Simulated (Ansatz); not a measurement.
# CdH2OS, SMILES [OH][Cd][SH]: a search for lower mean-field states

With Ansatz 0.2.0, Python API.

Notebook, run cell by cell (the value of a cell's last expression is shown):

In [1]:
```python
import ansatz as az
import numpy as np
```

In [2]:
```python
params = {
    "basis_set": "def2-SVP",
    "xc": "pbe0",
    "dispersion": "d3bj",
}
```

In [3]:
```python
geometry_ang = [
    ("O", (-0.08801, -1.30259, 0.56139)),
    ("Cd", (-1.06252, 0.21849, -0.1754)),
    ("S", (0.37304, 1.9751, -0.81667)),
    ("H", (-0.58495, -2.08063, 0.82648)),
    ("H", (1.36244, 1.18963, -0.3958)),
]
system = az.Crystal.molecule()
for symbol, xyz in geometry_ang:
    system = system.atom(symbol, xyz)
symbols = [site.symbol for site in system.cartesian_sites]
```

In [4]:
```python
start = np.array([site.position_ang for site in system.cartesian_sites])
for factor in [1.0, 1.25, 1.6]:
    xyz = (start - start.mean(axis=0)) * factor
    scaled = az.Crystal.molecule()
    for symbol, place in zip(symbols, xyz):
        scaled = scaled.atom(symbol, place.tolist())
    setup = (
        scaled.calculation()
        .basis(gaussian=params["basis_set"])
        .functional(params["xc"], dispersion=params["dispersion"])
        .spin("collinear")
    )
    for search in ("off", "standard"):
        try:
            r = setup.scf(lower_state_search=search).run(threads=1).report
        except az.AnsatzError as error:
            print(f"x{factor} search {search}: {type(error).__name__}")
            continue
        state = r["mean_field"]["state"]
        print(f"all distances x{factor}, search {search:8s} E = {r['free_energy_ev']:.5f} eV  <S^2> = {abs(state['spin_squared']):.3f}  other states met: {len(r['mean_field']['others'])}")
```
```text
all distances x1.0, search off      E = -17467.78082 eV  <S^2> = 0.000  other states met: 0
all distances x1.0, search standard E = -17467.78082 eV  <S^2> = 0.000  other states met: 0
all distances x1.25, search off      E = -17464.53714 eV  <S^2> = 0.000  other states met: 0
all distances x1.25, search standard E = -17464.58507 eV  <S^2> = 0.324  other states met: 7
all distances x1.6, search off      E = -17457.89198 eV  <S^2> = 0.000  other states met: 0
all distances x1.6, search standard E = -17459.33758 eV  <S^2> = 1.265  other states met: 11
```

Total energies depend on the basis set; only differences at equal settings carry meaning. The count of other states can hold repeated and symmetry-equivalent ends of the search; scaling all distances is a test, and for more than two atoms no physical path. The structure is a rough, unrelaxed start. def2 sets replace the cores of elements past krypton by effective core potentials. The expectation value of S² is noticeably off S(S+1) in at least one run, so that state is spin-contaminated. Wall time of the script: 48 s on 1 thread of Arm Neoverse V1, with other jobs on the host, peak memory 0.27 GiB.
